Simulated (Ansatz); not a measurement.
**Mg (hcp type): a single-point run**

Aim: a sound single-point run of Mg (hcp type). The structure is shown as the input types it.

Computed with Ansatz 0.2.0 (DFT, PBE, all-electron LAPW, scalar-relativistic, unless a step's input says otherwise).

### Step 1. The structure to begin with

Symmetry: P6_3/mmc, No. 194, hexagonal system. The conventional cell has a = 4.635 Å, b = 4.635 Å, c = 7.492 Å, α = 90.00°, β = 90.00°, γ = 120.00°.

Coordinates:

```
Mg
1.0
     4.63475    0.00000    0.00000
    -2.31737    4.01381    0.00000
     0.00000    0.00000    7.49243
Mg
2
Direct
  0.33333 0.66667 0.25000
  0.66667 0.33333 0.75000
```

### Step 2. The calculation

Contents of input.yaml:

```yaml
crystal:
  lattice:
    - [4.63474649, 0.0, 0.0]
    - [-2.31737325, 4.0138082, 0.0]
    - [0.0, 0.0, 7.49242604]
  atoms:
    - { symbol: Mg, position: [0.3333333333, 0.6666666667, 0.25] }
    - { symbol: Mg, position: [0.6666666667, 0.3333333333, 0.75] }
kpoints:
  mp_grid: { grid: [15, 15, 8] }
  band_path:
    path:
      - [0.0, 0.0, 0.0]
      - [0.5, 0.0, 0.0]
      - [0.3333333333, 0.3333333333, 0.0]
      - [0.0, 0.0, 0.0]
      - [0.0, 0.0, 0.5]
      - [0.5, 0.0, 0.5]
      - [0.3333333333, 0.3333333333, 0.5]
      - [0.0, 0.0, 0.5]
      - [0.5, 0.0, 0.5]
    npoints: 8
scf:
  occupations: { method: fermi_dirac, width: 0.1 }
  max_iter: 60
hamiltonian:
  xc: pbe
  pseudopotentials: { kind: all_electron, lapw: { basis_error: 0.001 } }
output:
  forces: true
  stress: true
  eigenvalues: true
  populations: true
```

Run with:

```
$ ansatz run input.yaml --threads 1 --pin off --max-ram 2048MiB --backend cpu --events-out ev --progress --plain --runs-dir out
```

What happens when this is run?

The run converged and reported no error. That alone doesn't make the input a sound one.

All or some distances are much too long for bonding. The shortest distance in the input is 4.60 Å, between atoms 1 (Mg) and 2 (Mg).

What to do: start from sensible bond lengths.
